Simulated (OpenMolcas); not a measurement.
# Co⁴⁺ among point charges: CASSCF and CASPT2 levels and susceptibility, part 2 of 2

How does a field of 6 point charges split the states of Co⁴⁺, and what χT follows?

OpenMolcas 26.06; ANO-RCC-VDZP, DKH2, active space 5 electrons in 5 orbitals (3d), orbitals: per spin and parity. Surroundings: 6 point charges of -2.2 e arranged as a trigonal prism (D3h), 2.07 Å from the ion, with a polar angle of 46.6° against the regular 49.1°. The steps go on from the part before.

## (7) CASPT2: IPEA 0.25, imaginary shift 0.1 (closed shells correlated: 3s 3p)

Contents of a.inp:

```
>>> COPY JOB001 $Project.JobIph
&CASPT2
Multistate=1 1
Frozen=5
IPEA=0.25
Imaginary=0.1
MaxIter=60
WThr=0.0 0.3 0.05
PrWF=0.5
NoMix
>>> COPY JOB002 $Project.JobIph
&CASPT2
Multistate=24 1 2 3 4 5 6 7 8 9 10 11 12 13 14 15 16 17 18 19 20 21 22
23 24
NoMult
Frozen=5
IPEA=0.25
Imaginary=0.1
MaxIter=60
WThr=0.0 0.3 0.05
PrWF=0.5
NoMix
>>> COPY JOB003 $Project.JobIph
&CASPT2
Multistate=75 1 2 3 4 5 6 7 8 9 10 11 12 13 14 15 16 17 18 19 20 21 22
23 24 25 26 27 28 29 30 31 32 33 34 35 36 37 38 39 40 41 42 43 44 45 46
47 48 49 50 51 52 53 54 55 56 57 58 59 60 61 62 63 64 65 66 67 68 69 70
71 72 73 74 75
NoMult
Frozen=5
IPEA=0.25
Imaginary=0.1
MaxIter=60
WThr=0.0 0.3 0.05
PrWF=0.5
NoMix
```

Standard output:

```text
Orbital specifications:
      -----------------------

      Symmetry species                           1
                                                 a
      Frozen orbitals                            5
      Inactive orbitals                          4
      Active orbitals                            5
      Secondary orbitals                        20
      Deleted orbitals                           0
      Number of basis functions                 34
Type of calculation                        SS-CASPT2
      Fock operator                              state-specific
      IPEA shift                                 0.25
      Real shift                                 0.00
      Imaginary shift                            0.10
      The input orbitals will be transformed to quasi-canonical
Reference energy:       -1401.5355896183
      E2 (Non-variational):      -0.2485726069
      Shift correction:          -0.0000464110
      E2 (Variational):          -0.2486190179
      Total energy:           -1401.7842086363
      Residual norm:              0.0000007519
      Reference weight:           0.96885
      Contributions to the CASPT2 correlation energy
      Active & Virtual Only:         -0.0452588373
      One Inactive Excited:          -0.1312697000
      Two Inactive Excited:          -0.0720440696
::    CASPT2 Root  1     Total energy:  -1401.78420864
Orbital specifications:
      -----------------------

      Symmetry species                           1
                                                 a
      Frozen orbitals                            5
      Inactive orbitals                          4
      Active orbitals                            5
      Secondary orbitals                        20
      Deleted orbitals                           0
      Number of basis functions                 34
Type of calculation                        SS-CASPT2
      Fock operator                              state-specific
      IPEA shift                                 0.25
      Real shift                                 0.00
      Imaginary shift                            0.10
      The input orbitals will be transformed to quasi-canonical
Reference energy:       -1401.3467610864
      E2 (Non-variational):      -0.2592332366
      Shift correction:          -0.0000531120
      E2 (Variational):          -0.2592863486
      Total energy:           -1401.6060474350
      Residual norm:              0.0000009254
      Reference weight:           0.96672
      Contributions to the CASPT2 correlation energy
      Active & Virtual Only:         -0.0482132477
      One Inactive Excited:          -0.1400028746
      Two Inactive Excited:          -0.0710171143
Reference energy:       -1401.3467578891
      E2 (Non-variational):      -0.2592593505
      Shift correction:          -0.0000531577
      E2 (Variational):          -0.2593125083
      Total energy:           -1401.6060703974
      Residual norm:              0.0000009257
      Reference weight:           0.96671
      Contributions to the CASPT2 correlation energy
      Active & Virtual Only:         -0.0482416484
      One Inactive Excited:          -0.1400004663
      Two Inactive Excited:          -0.0710172358
::    CASPT2 Root  1     Total energy:  -1401.60604743
::    CASPT2 Root  2     Total energy:  -1401.60607040
::    CASPT2 Root  3     Total energy:  -1401.60369614
::    CASPT2 Root  4     Total energy:  -1401.60376715
::    CASPT2 Root  5     Total energy:  -1401.60302845
::    CASPT2 Root  6     Total energy:  -1401.60303774
::    CASPT2 Root  7     Total energy:  -1401.60297049
::    CASPT2 Root  8     Total energy:  -1401.60297053
::    CASPT2 Root  9     Total energy:  -1401.60069384
::    CASPT2 Root 10     Total energy:  -1401.58819318
::    CASPT2 Root 11     Total energy:  -1401.58819314
::    CASPT2 Root 12     Total energy:  -1401.58629646
::    CASPT2 Root 13     Total energy:  -1401.56733090
::    CASPT2 Root 14     Total energy:  -1401.56705266
::    CASPT2 Root 15     Total energy:  -1401.56709891
::    CASPT2 Root 16     Total energy:  -1401.56094126
::    CASPT2 Root 17     Total energy:  -1401.56094129
::    CASPT2 Root 18     Total energy:  -1401.48526030
::    CASPT2 Root 19     Total energy:  -1401.48178875
::    CASPT2 Root 20     Total energy:  -1401.48171494
::    CASPT2 Root 21     Total energy:  -1401.48171897
::    CASPT2 Root 22     Total energy:  -1401.48171853
::    CASPT2 Root 23     Total energy:  -1401.48158718
::    CASPT2 Root 24     Total energy:  -1401.48158714
Orbital specifications:
      -----------------------

      Symmetry species                           1
                                                 a
      Frozen orbitals                            5
      Inactive orbitals                          4
      Active orbitals                            5
      Secondary orbitals                        20
      Deleted orbitals                           0
      Number of basis functions                 34
Type of calculation                        SS-CASPT2
      Fock operator                              state-specific
      IPEA shift                                 0.25
      Real shift                                 0.00
      Imaginary shift                            0.10
      The input orbitals will be transformed to quasi-canonical
Reference energy:       -1401.2640973002
      E2 (Non-variational):      -0.2566810956
      Shift correction:          -0.0000522550
      E2 (Variational):          -0.2567333506
      Total energy:           -1401.5208306508
      Residual norm:              0.0000008637
      Reference weight:           0.96733
      Contributions to the CASPT2 correlation energy
      Active & Virtual Only:         -0.0454261203
      One Inactive Excited:          -0.1472948644
      Two Inactive Excited:          -0.0639601109
Reference energy:       -1401.2640973000
      E2 (Non-variational):      -0.2566379952
      Shift correction:          -0.0000522059
      E2 (Variational):          -0.2566902011
      Total energy:           -1401.5207875010
      Residual norm:              0.0000008535
      Reference weight:           0.96734
      Contributions to the CASPT2 correlation energy
      Active & Virtual Only:         -0.0454142058
      One Inactive Excited:          -0.1472669197
      Two Inactive Excited:          -0.0639568697
::    CASPT2 Root  1     Total energy:  -1401.52083065
::    CASPT2 Root  2     Total energy:  -1401.52078750
::    CASPT2 Root  3     Total energy:  -1401.52041988
::    CASPT2 Root  4     Total energy:  -1401.52041468
::    CASPT2 Root  5     Total energy:  -1401.52014237
::    CASPT2 Root  6     Total energy:  -1401.52014387
::    CASPT2 Root  7     Total energy:  -1401.51894540
::    CASPT2 Root  8     Total energy:  -1401.51888627
::    CASPT2 Root  9     Total energy:  -1401.51893670
::    CASPT2 Root 10     Total energy:  -1401.51861668
::    CASPT2 Root 11     Total energy:  -1401.51861667
::    CASPT2 Root 12     Total energy:  -1401.51939579
::    CASPT2 Root 13     Total energy:  -1401.51939580
::    CASPT2 Root 14     Total energy:  -1401.50783047
::    CASPT2 Root 15     Total energy:  -1401.50781849
::    CASPT2 Root 16     Total energy:  -1401.50276801
::    CASPT2 Root 17     Total energy:  -1401.50276803
::    CASPT2 Root 18     Total energy:  -1401.50161368
::    CASPT2 Root 19     Total energy:  -1401.49614475
::    CASPT2 Root 20     Total energy:  -1401.49613589
::    CASPT2 Root 21     Total energy:  -1401.49729643
::    CASPT2 Root 22     Total energy:  -1401.49729639
::    CASPT2 Root 23     Total energy:  -1401.49749875
::    CASPT2 Root 24     Total energy:  -1401.48721392
::    CASPT2 Root 25     Total energy:  -1401.48738498
::    CASPT2 Root 26     Total energy:  -1401.47631934
::    CASPT2 Root 27     Total energy:  -1401.47637027
::    CASPT2 Root 28     Total energy:  -1401.47576260
::    CASPT2 Root 29     Total energy:  -1401.47576016
::    CASPT2 Root 30     Total energy:  -1401.47353864
```

This run took 9.1 s in all on 1 thread of Arm Neoverse V1, shared host.

SS-CASPT2: lowest energy less the reference's lowest, -0.2486 hartree; reference weights 0.959 to 0.969.

Spin-free states, with their symmetry labels:

| state | degeneracy | E (cm-1) | free-ion L (%) |
| --- | --- | --- | --- |
| 6A1 | 1 | 0 | S (100) |
| 4A1 | 1 | 39097 | G (97) |
| 4A2 | 1 | 39102 | G (97) |
| 4E | 2 | 39610 | G (100) |
| 4E | 2 | 39763 | G (99) |
| 4E | 2 | 39777 | G (95) |
| 4A1 | 1 | 40277 | G (100) |
| 4E | 2 | 43020 | P (67) |
| 4A2 | 1 | 43437 | P (100) |
| 4A1 | 1 | 47599 | D (100) |
| 4E | 2 | 47655 | D (96) |
| 4E | 2 | 49002 | D (69) |
| 2E | 2 | 57810 | I (96) |
| 2A1 | 1 | 57895 | I (97) |
| 2A2 | 1 | 57896 | I (97) |
| 2E | 2 | 57956 | I (98) |
| doublet | 2 | 58120 | I (100) |
| 2A1 | 1 | 58219 | I (99) |
| 2E | 2 | 58226 | I (99) |
| 2E | 2 | 58291 | I (100) |
| 2E | 2 | 60659 | D (67) |
| 2E | 2 | 61769 | D (96) |
| 2A1 | 1 | 62022 | D (100) |
| 2A2 | 1 | 62926 | F (99) |

With spin-orbit coupling:

```tsv
E (cm-1)	Degeneracy	Label	2S+1	g
0	2	E1/2	6	0.00 0.00 10.01
0	4		6	
38990	2	E3/2	4	0.00 0.00 11.97
39040	2	E1/2	4	0.28 0.28 7.91
39080	2	E1/2	4	0.26 0.26 3.89
39170	2	E3/2	4	0.00 0.00 0.03
39600	2	E1/2	4	0.06 0.06 2.04
39620	2	E1/2	4	0.00 0.00 13.99
39640	2	E1/2	4	0.34 0.34 5.93
39640	2	E3/2	4	0.00 0.00 10.01
39670	2	E1/2	4	0.30 0.30 7.40
39670	2	E1/2	4	0.13 0.13 9.85
39730	2	E3/2	4	0.00 0.00 3.59
39740	2	E1/2	4	0.07 0.07 6.35
39770	2	E1/2	4	0.07 0.54 0.54
39810	2	E3/2	4	0.00 0.00 2.36
39840	2	E1/2	4	2.26 2.26 3.17
39870	2	E1/2	4	1.11 2.83 2.83
40260	2	E1/2	4	2.00 4.03 4.03
40280	2	E3/2	4	0.00 0.00 6.00
42270	2	E1/2	4	0.00 0.00 7.96
42580	2	E3/2	4	0.00 0.00 4.17
42870	2	E1/2	4	0.98 1.62 1.62
43310	2	E3/2	4	0.00 0.00 5.77
```

Powder χT (cm³ K/mol): 4.38 at 2 K, 4.38 at 5 K, 4.38 at 10 K, 4.38 at 20 K, 4.38 at 50 K, 4.38 at 100 K, 4.38 at 150 K, 4.38 at 200 K, 4.38 at 250 K, 4.38 at 300 K.

## (8) The methods side by side

A. CASSCF
B. SS-CASPT2, IPEA 0.25, imaginary shift 0.1 (closed shells correlated: 3s 3p)

| method | ground state | first gap with spin-orbit (cm-1) | χT at 300 K |
| --- | --- | --- | --- |
| A | 6A1 | 0.5 | 4.39 |
| B | 6A1 | 0.1 | 4.38 |

## (9) Results

What follows sums up all 2 parts.

```
                 quantity                                                                        value
                   method  SS-CASPT2, IPEA 0.25, imaginary shift 0.1 (closed shells correlated: 3s 3p)
   spin-free ground state                                              6A1, 1-fold in its orbital part
             lowest level                                           2-fold E1/2, g = 0.00, 0.00, 10.01
               next level                                                                     0.1 cm⁻¹
              χT at 300 K                                                               4.38 cm³ K/mol
effective moment at 300 K                                                                      5.92 μB
```

Cost by method:

| method | time of its own steps | time with the reference |
| --- | --- | --- |
| A. CASSCF | 26 s | 26 s |
| B. SS-CASPT2, IPEA 0.25, imaginary shift 0.1, +3s 3p | 9.1 s | 35 s |

Times are of one thread on a shared host.

What this shows: The spin-free ground state (6A1) comes to 100 % from free-ion S terms and keeps the highest spin of the shell. χT at 300 K is 4.38, against 4.39 cm³ K/mol for the spin alone, as a half-filled shell (L = 0) has no orbital moment. An active space of the d shell alone favours high spin; real ions in strong fields can be low spin. CASPT2 does not keep the components of a term degenerate, and the means are used. The field of point charges can differ much from that of real complexes. With metal d orbitals alone active, the gaps between spin states are rough; where two lie within a few thousand cm-1, their order is open. Point charges carry no covalency, so the field is a model and not that of real ligands.
